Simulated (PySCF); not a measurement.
# Ge, Ge⁺: ionisation energy in aug-cc-pVDZ-DK

Each state of germanium is computed at each level; their differences give the ionisation energy. How far do the methods differ?

The numbers are computed with PySCF 2.14.0 (unrestricted determinants in a Gaussian basis, no spin-orbit coupling in the energies), except any that are marked as measured or tabulated.

## (1) What is computed

- Element: germanium (Z = 32)
- Basis: aug-cc-pVDZ-DK (6s5p3d, 36 functions)
- Hamiltonian: scalar relativity by spin-free X2C-1e
- State 1: Ge: [Ar] 3d10 4s2 4p2, high-spin 3P determinant
- State 2: Ge⁺: [Ar] 3d10 4s2 4p1, 2P determinant
- Methods: UHF, PBE, M06-2X, MP2, CCSD(T)
- Core shells frozen in the correlated runs: valence: [Ar] 3d10 (for Ge)

Outer shells as boxes (Hund's rule):

Ge [Ar] 3d10 4s2 4p2
```
[Ar] core
3d [↑↓][↑↓][↑↓][↑↓][↑↓]
4s [↑↓]
4p [↑ ][↑ ][  ]
```

Ge+ [Ar] 3d10 4s2 4p1
```
[Ar] core
3d [↑↓][↑↓][↑↓][↑↓][↑↓]
4s [↑↓]
4p [↑ ][  ][  ]
```

The runs were made by one driver on top of PySCF. The scripts below sum up each run's settings (the driver also hands on starting orbitals that pick excited configurations, and frozen orbitals as a list rather than a count), and the logs come from the driver's own runs. The driver starts from symmetry-adapted Hartree-Fock orbitals, holds the occupation by maximum overlap and uses a logarithmic radial grid for functionals, so a plain start would take other cycles.

It was started by

```sh
> OMP_NUM_THREADS=1 python atomrun2.py TASK.json OUT
```

The integrals over 36 functions and the set-up took 0.27 s of CPU time.

## (2) Ge: the ladder of methods

**UHF**

input.py

```python
from pyscf import gto, scf, dft, mp, cc
import basis_set_exchange as bse
mol = gto.M(atom="Ge 0 0 0", charge=0, spin=2, symmetry="D2h",
            basis=gto.basis.parse(bse.get_basis("aug-cc-pVDZ-DK", elements=["Ge"], fmt="nwchem", header=False)),
            nucmod="G")
mf = scf.UHF(mol).sfx2c1e()
mf.irrep_nelec = {'Ag': (6, 6), 'B1g': (1, 1), 'B2g': (1, 1), 'B3g': (1, 1), 'B1u': (3, 2), 'B2u': (3, 2), 'B3u': (2, 2)}
mf.kernel()
```

**PBE**

input.py, as changed from the run before:

```diff
@@ -5,3 +5,3 @@
             nucmod="G")
-mf = scf.UHF(mol).sfx2c1e()
+mf = dft.UKS(mol, xc="PBE").sfx2c1e()
 mf.irrep_nelec = {'Ag': (6, 6), 'B1g': (1, 1), 'B2g': (1, 1), 'B3g': (1, 1), 'B1u': (3, 2), 'B2u': (3, 2), 'B3u': (2, 2)}
```

**M06-2X**

input.py, as changed from the run before:

```diff
@@ -5,3 +5,3 @@
             nucmod="G")
-mf = dft.UKS(mol, xc="PBE").sfx2c1e()
+mf = dft.UKS(mol, xc="M062X").sfx2c1e()
 mf.irrep_nelec = {'Ag': (6, 6), 'B1g': (1, 1), 'B2g': (1, 1), 'B3g': (1, 1), 'B1u': (3, 2), 'B2u': (3, 2), 'B3u': (2, 2)}
```

**MP2 (valence)**

input.py, as changed from the run before:

```diff
@@ -5,4 +5,5 @@
             nucmod="G")
-mf = dft.UKS(mol, xc="M062X").sfx2c1e()
+mf = scf.UHF(mol).sfx2c1e()
 mf.irrep_nelec = {'Ag': (6, 6), 'B1g': (1, 1), 'B2g': (1, 1), 'B3g': (1, 1), 'B1u': (3, 2), 'B2u': (3, 2), 'B3u': (2, 2)}
 mf.kernel()
+mp.UMP2(mf, frozen=14).kernel()
```

**CCSD(T) (valence)**

input.py, as changed from the run before:

```diff
@@ -8,2 +8,3 @@
 mf.kernel()
-mp.UMP2(mf, frozen=14).kernel()
+mycc = cc.CCSD(mf, frozen=14).run()
+mycc.ccsd_t()
```

## (3) Ge⁺: the ladder of methods

**UHF**

input.py

```python
from pyscf import gto, scf, dft, mp, cc
import basis_set_exchange as bse
mol = gto.M(atom="Ge 0 0 0", charge=1, spin=1, symmetry="D2h",
            basis=gto.basis.parse(bse.get_basis("aug-cc-pVDZ-DK", elements=["Ge"], fmt="nwchem", header=False)),
            nucmod="G")
mf = scf.UHF(mol).sfx2c1e()
mf.irrep_nelec = {'Ag': (6, 6), 'B1g': (1, 1), 'B2g': (1, 1), 'B3g': (1, 1), 'B1u': (2, 2), 'B2u': (3, 2), 'B3u': (2, 2)}
mf.kernel()
```

**PBE**

input.py, as changed from the run before:

```diff
@@ -5,3 +5,3 @@
             nucmod="G")
-mf = scf.UHF(mol).sfx2c1e()
+mf = dft.UKS(mol, xc="PBE").sfx2c1e()
 mf.irrep_nelec = {'Ag': (6, 6), 'B1g': (1, 1), 'B2g': (1, 1), 'B3g': (1, 1), 'B1u': (2, 2), 'B2u': (3, 2), 'B3u': (2, 2)}
```

**M06-2X**

input.py, as changed from the run before:

```diff
@@ -5,3 +5,3 @@
             nucmod="G")
-mf = dft.UKS(mol, xc="PBE").sfx2c1e()
+mf = dft.UKS(mol, xc="M062X").sfx2c1e()
 mf.irrep_nelec = {'Ag': (6, 6), 'B1g': (1, 1), 'B2g': (1, 1), 'B3g': (1, 1), 'B1u': (2, 2), 'B2u': (3, 2), 'B3u': (2, 2)}
```

**MP2 (valence)**

input.py, as changed from the run before:

```diff
@@ -5,4 +5,5 @@
             nucmod="G")
-mf = dft.UKS(mol, xc="M062X").sfx2c1e()
+mf = scf.UHF(mol).sfx2c1e()
 mf.irrep_nelec = {'Ag': (6, 6), 'B1g': (1, 1), 'B2g': (1, 1), 'B3g': (1, 1), 'B1u': (2, 2), 'B2u': (3, 2), 'B3u': (2, 2)}
 mf.kernel()
+mp.UMP2(mf, frozen=14).kernel()
```

**CCSD(T) (valence)**

input.py, as changed from the run before:

```diff
@@ -8,2 +8,3 @@
 mf.kernel()
-mp.UMP2(mf, frozen=14).kernel()
+mycc = cc.CCSD(mf, frozen=14).run()
+mycc.ccsd_t()
```

Before running it: what results should come out?

As calculated:

| quantity | value |
| --- | --- |
| ionisation energy, Ge | UHF 7.413, CCSD(T) (valence) 7.719 eV; reference 7.925 |

Each level's miss and price (over 1 difference):

```
           method  mean absolute miss against the measured value (with the measured fine structure taken into account where it is known) (eV)  CPU time, both states (s)
              UHF                                                                                                                       0.512                       0.34
              PBE                                                                                                                       0.022                        1.2
           M06-2X                                                                                                                       0.173                        2.3
    MP2 (valence)                                                                                                                       0.246                       0.37
SCS-MP2 (valence)                                                                                                                       0.316                       0.37
   CCSD (valence)                                                                                                                       0.219                           
CCSD(T) (valence)                                                                                                                       0.206                       0.86
```

In words: Against experiment PBE comes closest (off by 0.02 eV) and UHF is farthest (0.51 eV). Hartree-Fock falls short because the species with more electrons holds more correlation energy, which it lacks. PBE is off by -0.02 eV. The basis is finite, and no extrapolation was made. The dearest level timed, M06-2X, costs 6.9 times the cheapest, UHF, and differs from the measured value (with the measured fine structure taken into account where it is known) by 0.17 against 0.51 eV.
